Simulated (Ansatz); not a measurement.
# Al2H4Se (SMILES [AlH2][AlH][SeH]): HF/STO-3G

What is the vertical singlet–triplet gap of Al2H4Se at HF/STO-3G? 

Program for the calculation: Ansatz 0.2.0.

51 further runs of the same task are left out: 51 set aside as unsound or not needed. Runs told in other sessions of the task aren't counted.

### Step 1. The molecule

Al2H4Se: 7 atoms, total charge 0, spin state singlet. SMILES: `[AlH2][AlH][SeH]`. The coordinates come from a PBE0-D4/def2-TZVP relaxation. This is one conformer, not always the lowest.

Bond lengths: Al1–Al2 2.584 Å, Al2–Se3 2.331 Å, Al1–H4 1.593 Å, Al1–H5 1.593 Å, Al2–H6 1.591 Å, Se3–H7 1.469 Å. Angles: Al1–Al2–Se3 117.0°, Al1–Al2–H6 127.9°, Se3–Al2–H6 115.1°, Al2–Al1–H4 121.5°, Al2–Al1–H5 121.4°, Al2–Se3–H7 93.6°, H4–Al1–H5 117.1°.

### Step 2. A single-point energy at HF/STO-3G

The input, job.yaml:

```yaml
crystal:
  periodic: [false, false, false]
  atoms:
    - {symbol: Al, position_ang: [-1.578100, 0.539600, -0.900300]}
    - {symbol: Al, position_ang: [0.683400, 0.231600, 0.310300]}
    - {symbol: Se, position_ang: [1.280700, -1.943000, 0.899300]}
    - {symbol: H, position_ang: [-1.688000, 0.476100, -2.487900]}
    - {symbol: H, position_ang: [-2.924300, 0.803000, -0.090900]}
    - {symbol: H, position_ang: [1.737000, 1.353100, 0.713600]}
    - {symbol: H, position_ang: [2.550600, -1.528300, 1.510400]}
basis:
  gaussian:
    orbitals: STO-3G
hamiltonian:
  xc: hf
accuracy: high
output: {orbitals: {seedname: orbitals}}
```

On the command line:

```
$ ansatz run job.yaml --threads 1 --pin off --max-ram 2610MiB --events-out events.jsonl --progress --plain --runs-dir runs
```

What it wrote:

```text
Warning: RAYON_NUM_THREADS=1 ignored (pool sized by the plan → 1); use --threads N
Functional definition: HF
  name "HF"
  exchange = exact_x
  correlation = 0
641 factors; integrals over basis functions are off by at most 2.0e-8 eV
mean field evaluation 1: about -77656.6333 eV, gradient 2.0e1 eV
mean field evaluation 2: about -77656.6514 eV, gradient 2.0e1 eV
mean field evaluation 4: about -77658.9709 eV, gradient 1.2e0 eV
mean field evaluation 8: about -77658.9790 eV, gradient 1.2e-5 eV
mean field -77658.97898837 eV, -2853.9148386762 hartree, gradient 8.2e-8 eV, S^2 0.000000; 0 other end points of the search recorded, 0 dependent functions left out
reference -77658.97898837 eV, -2853.9148386762 hartree; 32, 32 occupied and 8, 8 virtual orbitals, 641 factors
Total energy: -77658.97898837 eV, -2853.9148386762 hartree
```

Wall time 0.38 s (1 thread of Arm Neoverse V2, shared host).

### Step 3. The triplet, same level

The input, in.yaml:

```yaml
crystal:
  periodic: [false, false, false]
  atoms:
    - {symbol: Al, position_ang: [-1.578100, 0.539600, -0.900300]}
    - {symbol: Al, position_ang: [0.683400, 0.231600, 0.310300]}
    - {symbol: Se, position_ang: [1.280700, -1.943000, 0.899300]}
    - {symbol: H, position_ang: [-1.688000, 0.476100, -2.487900]}
    - {symbol: H, position_ang: [-2.924300, 0.803000, -0.090900]}
    - {symbol: H, position_ang: [1.737000, 1.353100, 0.713600]}
    - {symbol: H, position_ang: [2.550600, -1.528300, 1.510400]}
basis:
  gaussian: {orbitals: STO-3G}
magnetization: {spin_polarized: true, initial_magnetization: 2}
hamiltonian: {xc: hf}
accuracy: high
output: {orbitals: {seedname: orbitals}}
```

On the command line:

```
$ ansatz run in.yaml --threads 1 --pin off --max-ram 2610MiB --events-out events.jsonl --progress --plain --runs-dir runs
```

What it wrote:

```text
Warning: RAYON_NUM_THREADS=1 ignored (pool sized by the plan → 1); use --threads N
[... 4 set-up lines as earlier in the session ...]
642 factors; integrals over basis functions are off by at most 2.0e-8 eV
mean field evaluation 1: about -77649.5326 eV, gradient 1.5e1 eV
mean field evaluation 2: about -77649.5954 eV, gradient 1.5e1 eV
mean field evaluation 4: about -77652.4795 eV, gradient 1.9e0 eV
mean field evaluation 8: about -77652.6158 eV, gradient 1.1e-1 eV
mean field evaluation 16: about -77652.8886 eV, gradient 1.1e-1 eV
mean field evaluation 32: about -77652.7880 eV, gradient 2.4e-1 eV
mean field evaluation 64: about -77652.9743 eV, gradient 1.4e-5 eV
mean field evaluation 96: about -77652.8170 eV, gradient 1.5e0 eV
mean field evaluation 128: about -77652.6579 eV, gradient 2.7e-1 eV
mean field evaluation 160: about -77650.6144 eV, gradient 4.1e0 eV
mean field evaluation 192: about -77652.6056 eV, gradient 7.5e-3 eV
mean field evaluation 224: about -77652.8756 eV, gradient 7.3e-1 eV
mean field -77652.97431899 eV, -2853.6941711463 hartree, gradient 1.5e-8 eV, S^2 2.017353; 8 other end points of the search recorded, 0 dependent functions left out
reference -77652.97431899 eV, -2853.6941711463 hartree; 33, 31 occupied and 7, 9 virtual orbitals, 642 factors
Total energy: -77652.97431899 eV, -2853.6941711463 hartree
```

Run time: 3.6 s. Hardware: 1 thread of Arm Neoverse V2, shared host; peak memory 0.12 GiB.

### Step 4. Results

At HF/STO-3G:

```
                                        quantity           value
                           singlet: total energy  -2853.91484 Eh
                            singlet: HOMO energy        -6.18 eV
                            singlet: LUMO energy         8.31 eV
                          singlet: HOMO–LUMO gap        14.49 eV
                           triplet: total energy  -2853.69417 Eh
     triplet: HOMO energy (highest over α and β)        -0.70 eV
      triplet: LUMO energy (lowest over α and β)         1.70 eV
                                   triplet: ⟨S²⟩           2.017
vertical energy of the triplet above the singlet        6.005 eV
```

**Reading.** At this shape the triplet lies 6.00 eV (579 kJ/mol) above the singlet. In a minimal basis such a difference can be off by several eV, whatever the method.
